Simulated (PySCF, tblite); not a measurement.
# C₆H₁₀GeOS: geometry, infrared bands and NMR shifts

Wanted: the infrared bands and NMR shifts of C₆H₁₀GeOS (`Oc1ccc(C[CH2][GeH3])s1`), by calculation.

Programs: tblite 0.8.0 and PySCF 2.14.0, with density-fitted response routines of our own. Each step states its level of theory. These are calculated values for one molecule in the gas phase, unless marked as measured. Atoms are numbered from 0 throughout.

## Step 1: The starting structure

19 atoms, charge 0, multiplicity 1; geometry from: force field or distance geometry start.

Bonds of the start (Å): O0–C1 1.41, C1–C2 1.35, C2–C3 1.36, C3–C4 1.37, C4–C5 1.49, C5–C6 1.51, C6–Ge7 1.93, C4–S8 1.84, S8–C1 1.86, O0–H9 1.02, C2–H10 1.10, C3–H11 1.11, C5–H12 1.14, C5–H13 1.11, C6–H14 1.11, C6–H15 1.09, Ge7–H16 1.55, Ge7–H17 1.56, Ge7–H18 1.55.

## Step 2: Geometry optimisation with GFN2-xTB

The job: settings as JSON, then the geometry in Å.

```
{"job": {"kind": "relax", "xc": "GFN2-xTB", "basis": "xTB"}, "charge": 0, "multiplicity": 1}
O      4.419700    -0.088400    -0.754500
C      3.081000     0.029600    -0.322200
C      2.572700     1.085700     0.337900
C      1.254600     1.017000     0.673900
C      0.611900    -0.142000     0.346000
C     -0.813700    -0.490200     0.592400
C     -1.596600     0.001600    -0.606400
Ge    -3.458500    -0.424500    -0.322700
S      1.771500    -1.277400    -0.525300
H      4.955700    -0.915700    -0.508500
H      3.172700     1.984400     0.568500
H      0.725000     1.821300     1.216900
H     -1.174300     0.105600     1.492900
H     -0.924900    -1.580300     0.768200
H     -1.259800    -0.530500    -1.524900
H     -1.436100     1.073000    -0.741300
H     -3.650000    -0.776800     1.173600
H     -3.882300    -1.656800    -1.187400
H     -4.378400     0.773700    -0.684400
```

Command:

```
OMP_NUM_THREADS=1 python probes_run.py task.json out
```

The driver reads the jobs from task.json and runs them one after another.

**Question.** This job is followed by: GFN2-xTB harmonic vibrations, gas phase; GIAO PBE0/pcSseg-1 NMR shielding, non-relativistic, gas phase. What will the session give for the following? strongest single infrared mode (GFN2-xTB); zero-point energy (GFN2-xTB); 13C shifts against TMS (PBE0/pcSseg-1); 1H shifts against TMS (PBE0/pcSseg-1, means over atoms taken as alike); 17O shifts against H2O (PBE0/pcSseg-1); 73Ge shifts against GeMe4 (PBE0/pcSseg-1); 33S shifts against CS2 (PBE0/pcSseg-1).

The runs gave:

| quantity | value |
| --- | --- |
| strongest single infrared mode (GFN2-xTB) | 778 cm⁻¹, 509 km/mol |
| zero-point energy (GFN2-xTB) | 85.3 kcal/mol |
| 13C shifts against TMS (PBE0/pcSseg-1) | 169.1, 141.0, 127.0, 106.9, 32.9, 20.0 ppm |
| 1H shifts against TMS (PBE0/pcSseg-1, means over atoms taken as alike) | 6.52, 6.08, 4.33, 3.43, 2.64, 1.17 ppm |
| 17O shifts against H2O (PBE0/pcSseg-1) | 113.5 ppm |
| 73Ge shifts against GeMe4 (PBE0/pcSseg-1) | -237 ppm |
| 33S shifts against CS2 (PBE0/pcSseg-1) | 184 ppm |

What this shows: Relaxing lowered the energy by 0.877 eV in 156 steps; the close pair that moved most is C1–S8, from 1.861 to 1.742 Å. All 51 modes are real, so the xTB geometry is a minimum. The strongest single mode, at 778 cm⁻¹, has its largest shares on H18, H17 and H16 (the list is cut at 3 atoms). Unscaled tight-binding wavenumbers are off by several per cent, some by more. Its intensities can rank the bands wrongly. At PBE0/pcSseg-1: Shielding is most anisotropic at S8 (span 213 ppm, paramagnetic term -740 ppm). NICS(1)zz of -19 ppm above the planar ring from C1 marks a diatropic (aromatic) ring current. Spin-orbit coupling is left out, which matters for shieldings and couplings at and beside the heavy atoms.
